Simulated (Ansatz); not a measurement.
# CH8AlGaOSi: one species, many methods

How much do the methods differ for CH8AlGaOSi? The plan is to run it at one geometry with functionals of several rungs and with coupled cluster, and see how far each lands from CCSD(T) at the basis-set limit for the atomisation energy.

Program: Ansatz 0.2.0, Gaussian basis. Level of theory: functionals in def2-TZVPP, the program's frozen cores in correlated methods. These are calculated values, not measurements.

Plan: LDA (SPW92), PBE-D4, revPBE-D4, BLYP-D4, r2SCAN-D4, B97M-V, PBE0-D4, B3LYP-D4, r2SCANh-D4, r2SCAN0-D4, HSE06-D4, BHLYP-D4, CAM-B3LYP-D4, LC-ωPBE, ωB97X-V, ωB97M-V, B2PLYP, PBE-QIDH; CCSD(T)/def2-SVP; CCSD(T)/def2-TZVPP; MP2/def2-QZVPP; extrapolation to the limit; RPA on PBE.

## 1. Structure used throughout

All runs share one geometry, relaxed beforehand with PBE0-D4 in a triple-zeta def2 set.

SMILES `[CH3][AlH][O][SiH2][GaH2]`, 13 atoms, charge 0, spin multiplicity 1.

Atoms are counted from 1 here; the program's logs count them from 0.

Bond lengths: C1–Al2 1.942 Å, C1–H6 1.095 Å, C1–H7 1.093 Å, C1–H8 1.095 Å, Al2–O3 1.687 Å, Al2–H9 1.584 Å, O3–Si4 1.628 Å, Si4–Ga5 2.417 Å, Si4–H10 1.495 Å, Si4–H11 1.495 Å, Ga5–H12 1.576 Å, Ga5–H13 1.578 Å. Angles: Al2–C1–H6 110.9°, Al2–C1–H7 112.5°, Al2–C1–H8 111.0°, H6–C1–H7 107.9°, H6–C1–H8 106.5°, H7–C1–H8 107.9°, C1–Al2–O3 118.6°, C1–Al2–H9 124.7°, O3–Al2–H9 116.7°, Al2–O3–Si4 174.5°, O3–Si4–Ga5 112.2°, O3–Si4–H10 110.0°, O3–Si4–H11 109.5°, Ga5–Si4–H10 109.5°, Ga5–Si4–H11 109.5°, H10–Si4–H11 105.9°, Si4–Ga5–H12 121.7°, Si4–Ga5–H13 121.4° and more.

## 2. LDA

This LDA is Slater exchange with PW92 correlation.

in.yaml reads:

```yaml
crystal:
  periodic: [false, false, false]
  atoms:
    - {symbol: C, position_ang: [-2.832539, -0.405696, 0.224713]}
    - {symbol: Al, position_ang: [-1.120338, -0.862778, 1.018949]}
    - {symbol: O, position_ang: [0.275524, -0.673196, 0.091212]}
    - {symbol: Si, position_ang: [1.697257, -0.455034, -0.671117]}
    - {symbol: Ga, position_ang: [2.542513, 1.793804, -0.402558]}
    - {symbol: H, position_ang: [-2.847183, 0.641500, -0.094462]}
    - {symbol: H, position_ang: [-3.666459, -0.558258, 0.914177]}
    - {symbol: H, position_ang: [-3.021672, -1.006542, -0.670617]}
    - {symbol: H, position_ang: [-0.926618, -1.406827, 2.493384]}
    - {symbol: H, position_ang: [2.706539, -1.432074, -0.158760]}
    - {symbol: H, position_ang: [1.535684, -0.758209, -2.126253]}
    - {symbol: H, position_ang: [3.897698, 2.252544, -1.063842]}
    - {symbol: H, position_ang: [1.759585, 2.870776, 0.445175]}
basis:
  gaussian: {orbitals: def2-TZVPP}
hamiltonian: {xc: lda}
output: {orbitals: {seedname: orbitals}}
```

Started as:

```console
ansatz run in.yaml --threads 2 --pin off --events-out ev --progress --plain --max-ram 22528MiB --backend cuda --devices 0, --max-vram 18GiB
```

The runs that follow: PBE-D4 (GGA); revPBE-D4 (GGA); BLYP-D4 (GGA); r2SCAN-D4 (meta-GGA); B97M-V (meta-GGA); B3LYP-D4 (hybrid); r2SCANh-D4 (hybrid); r2SCAN0-D4 (hybrid); HSE06-D4 (hybrid); BHLYP-D4 (hybrid); CAM-B3LYP-D4 (range-separated); LC-ωPBE (range-separated); ωB97X-V (range-separated); ωB97M-V (range-separated); B2PLYP (double hybrid); PBE-QIDH (double hybrid); CCSD(T) in def2-SVP; CCSD(T) in def2-TZVPP; MP2 in def2-QZVPP; RPA on PBE orbitals.

**Question.** What will the summary of the whole plan be? Wanted: atomisation energy, CCSD(T)/CBS; farthest beyond LDA; mean size of error, GGA; mean size of error, meta-GGA; mean size of error, hybrid; mean size of error, range-separated; mean size of error, double hybrid; gap, smallest and largest; T1 diagnostic.

As calculated:

| quantity | value |
| --- | --- |
| atomisation energy, CCSD(T)/CBS | 43.257 eV |
| functionals within 0.433 eV (1.0 %) | PBE-D4, r2SCAN-D4, B97M-V, B3LYP-D4, r2SCANh-D4, CAM-B3LYP-D4, LC-ωPBE, ωB97X-V, ωB97M-V |
| farthest beyond LDA | revPBE-D4 (-1.244 eV) |
| mean size of error, GGA | 0.800 eV |
| mean size of error, meta-GGA | 0.160 eV |
| mean size of error, hybrid | 0.570 eV |
| mean size of error, range-separated | 0.163 eV |
| mean size of error, double hybrid | 0.661 eV |
| gap, smallest and largest | 3.08 eV (LDA (SPW92)), 9.73 eV (LC-ωPBE) |
| T1 diagnostic | 0.0127 |
| triples share of the correlation energy | 3.5 % |

In words: LDA overbinds by 4.714 eV (11 %). PBE-D4 misses by -0.404 eV. Double hybrids carry the basis error of their MP2 part in triple zeta, and no dispersion term here, so their miss is partly the set-up's. The rungs meta-GGA, range-separated miss on average by less than the doubt on the reference (0.433 eV), so they tie. The reference freezes the cores and leaves out relativity and excitations past (T), and its outer-core shells are covered unevenly, so misses under about 0.433 eV can't be ranked. Hartree-Fock recovers 75 % of the binding; the rest is correlation. CCSD(T) in def2-SVP is off by -2.732 eV, worse than the median functional, from the basis alone. Orbital gaps span 3.1 to 9.7 eV; exact exchange widens them. Correlated methods include outer-core shells of Ga, which these sets cover unevenly.
